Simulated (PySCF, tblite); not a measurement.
**C5H18AlN3: geometry, infrared bands and NMR shifts**

Aim: predict the infrared bands and NMR shifts of C5H18AlN3 (`C[C@@H](N)[C@@H]([AlH2-][NH3+])N(C)C`).

Programs: tblite 0.8.0 and PySCF 2.14.0, with density-fitted response routines of our own. Each step states its level of theory. These are calculated values for one molecule in the gas phase, unless marked as measured. Atoms are numbered from 0 throughout.

## Step 1: The molecule as given

27 atoms, charge 0, multiplicity 1; geometry from: force field or distance geometry start.

Bonds of the start (Å): C0–C1 1.48, C1–N2 1.46, C1–C3 1.49, C3–Al4 2.01, Al4–N5 1.90, C3–N6 1.40, N6–C7 1.41, N6–C8 1.45, C0–H9 1.13, C0–H10 1.13, C0–H11 1.10, C1–H12 1.12, N2–H13 1.03, N2–H14 1.03, C3–H15 1.11, Al4–H16 1.59, Al4–H17 1.60, N5–H18 1.04, N5–H19 1.03, N5–H20 1.05, C7–H21 1.12, C7–H22 1.13, C7–H23 1.11, C8–H24 1.11, C8–H25 1.10, C8–H26 1.10.

## Step 2: Optimising the geometry with GFN2-xTB

What the job is given:

```
{"job": {"kind": "relax", "xc": "GFN2-xTB", "basis": "xTB"}, "charge": 0, "multiplicity": 1}
C     -2.108100     0.085600     0.645200
C     -1.386900     0.020200    -0.647600
N     -1.717200     1.228900    -1.392200
C      0.097700     0.032200    -0.592900
Al     0.647300     1.744500     0.305300
N      2.421900     1.645000     0.973000
N      0.812700    -1.095600    -0.179200
C      0.655300    -1.664300     1.106300
C      0.715400    -2.144500    -1.179200
H     -2.843700     0.949000     0.605500
H     -2.809000    -0.799700     0.745600
H     -1.521900     0.277800     1.550700
H     -1.804200    -0.807600    -1.268200
H     -2.436900     1.081500    -2.109600
H     -1.786000     2.080800    -0.815000
H      0.405500     0.207100    -1.647500
H     -0.404100     2.173300     1.420800
H      0.638800     2.893000    -0.814100
H      2.975700     0.896800     0.511600
H      2.468800     1.504600     1.997000
H      2.897600     2.548600     0.721700
H      1.020400    -1.028300     1.954000
H      1.360700    -2.541700     1.165800
H     -0.342000    -2.120600     1.285700
H     -0.352300    -2.230700    -1.468100
H      1.265100    -1.814100    -2.076000
H      1.109400    -3.095300    -0.786700
```

On the command line:

```sh
> OMP_NUM_THREADS=1 python probes_run.py task.json out
```

This one command runs all jobs of the session in turn.

**Question.** This job is followed by: GFN2-xTB harmonic vibrations, gas phase; GIAO PBE0/pcSseg-1 NMR shielding, non-relativistic, gas phase. What will the session give for the following? strongest single infrared mode (GFN2-xTB); zero-point energy (GFN2-xTB); 13C shifts against TMS (PBE0/pcSseg-1, means over atoms taken as alike); 1H shifts against TMS (PBE0/pcSseg-1, means over atoms taken as alike); 15N shifts against NH3 (PBE0/pcSseg-1); 27Al shifts against AlH4- (PBE0/pcSseg-1).

**Answer**, as computed:

```
                                                               quantity                                               value
                              strongest single infrared mode (GFN2-xTB)                                787 cm⁻¹, 580 km/mol
                                           zero-point energy (GFN2-xTB)                                      142.9 kcal/mol
13C shifts against TMS (PBE0/pcSseg-1, means over atoms taken as alike)                          69.7, 54.7, 48.4, 23.3 ppm
 1H shifts against TMS (PBE0/pcSseg-1, means over atoms taken as alike)  4.04, 3.90, 3.85, 2.88, 2.68, 1.87, 1.55, 1.33 ppm
                                 15N shifts against NH3 (PBE0/pcSseg-1)                                71.2, 43.7, 35.5 ppm
                              27Al shifts against AlH4- (PBE0/pcSseg-1)                                             6.5 ppm
```

What this shows: The optimisation took 194 steps and gained 2.029 eV; among the close pairs (by a distance rule), N2–Al4 changed most, from 2.956 to 2.110 Å. All 75 modes are real, so the xTB geometry is a minimum. The strongest single mode, at 787 cm⁻¹, moves mainly H17. GFN2-xTB is a fitted tight-binding method: band positions and strengths are rough. Its intensities can rank the bands wrongly. At PBE0/pcSseg-1: Shielding is most anisotropic at Al4 (span 123 ppm, paramagnetic term -310 ppm).
